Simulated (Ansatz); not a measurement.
# BaTiO3 (P4mm): equation of state

Aim: the bulk modulus of BaTiO3 (P4mm) from energies at several volumes around the relaxed one, with shape and atoms relaxed at each.

The COD entry's cell or inner coordinates are ideal or old and differ from later refinements, so a difference from it is no clean test against experiment.

Program: Ansatz 0.2.0. Level of theory: DFT r²SCAN, scalar-relativistic, plane waves, PAW. These are calculated values, not measurements.

## 1. The system as given

The structure is tetragonal, space group P4mm (No. 99). Conventional cell: a = 3.972 Å, b = 3.972 Å, c = 4.112 Å, α = 90.00°, β = 90.00°, γ = 90.00°. Around Ba (site symmetry 4mm) lie 12 O at 2.79 to 2.92 Å. Ti (site symmetry 4mm) is surrounded by 5 O at 1.82 to 1.99 Å. Around O (site symmetry 4mm) lie 1 Ti at 1.82 Å. O (site symmetry 2mm) is surrounded by 2 Ti at 1.99 Å and 4 Ba at 2.79 to 2.92 Å.

Structure file:

```cif
data_structure
_symmetry_space_group_name_H-M 'P4mm'
_symmetry_Int_Tables_number 99
_cell_length_a 3.9723
_cell_length_b 3.9723
_cell_length_c 4.1123
_cell_angle_alpha 90.000
_cell_angle_beta 90.000
_cell_angle_gamma 90.000
_cell_volume 64.89
loop_
_atom_site_label
_atom_site_type_symbol
_atom_site_symmetry_multiplicity
_atom_site_Wyckoff_symbol
_atom_site_fract_x
_atom_site_fract_y
_atom_site_fract_z
_atom_site_occupancy
Ba1 Ba 1 a 0.00000 0.00000 0.99565 1
Ti1 Ti 1 b 0.50000 0.50000 0.47760 1
O1 O 1 b 0.50000 0.50000 0.03453 1
O2 O 2 c 0.50000 0.00000 0.51761 1
```

This cell comes from an earlier session at r²SCAN: 12.978 Å³/atom at -0.01 GPa, on a 6×6×6 mesh.

Volume factors to run: 0.980, 1.020, 0.960, 1.040.

## 2. Volume × 0.980

input.yaml reads:

```yaml
crystal:
  lattice:
    - [3.9456573964, 0.0, 0.0]
    - [0.0, 3.9456573964, 0.0]
    - [0.0, 0.0, 4.0847454515]
  atoms:
    - { symbol: Ba, position: [0.0, 0.0, -0.0043506823] }
    - { symbol: Ti, position: [0.5, 0.5, 0.4775951345] }
    - { symbol: O, position: [0.5, 0.5, 0.0345307524] }
    - { symbol: O, position: [0.5, 0.0, 0.5176123978] }
    - { symbol: O, position: [0.0, 0.5, 0.5176123978] }
basis:
  ecutwfc: 500
  ecutrho_ratio: 4
kpoints:
  mp_grid: { grid: [6, 6, 6] }
hamiltonian:
  xc: r2scan
scf:
  occupations: { method: gaussian, width: 0.05 }
output:
  forces: true
  stress: true
  eigenvalues: true
relax:
  f_tol: 0.01
  max_steps: 40
  cell: { stress_tol: 0.1, fix: [volume] }
```

The run is started by

```
> ansatz run input.yaml --threads 4 --pin off --max-ram 10240MiB --backend cpu --events-out ev --progress --plain --runs-dir out
```

Further steps of the session: Volume × 1.020; Volume × 0.960; Volume × 1.040.

**Question.** What will these runs give? Wanted: fit.

The runs gave:

| quantity | value |
| --- | --- |
| fit | poor, no modulus quoted |

The points don't follow one smooth curve, or give an unlikely pressure derivative, as when the electronic state or the structure changes between volumes; no modulus is quoted. These are values at 0 K without zero-point motion.
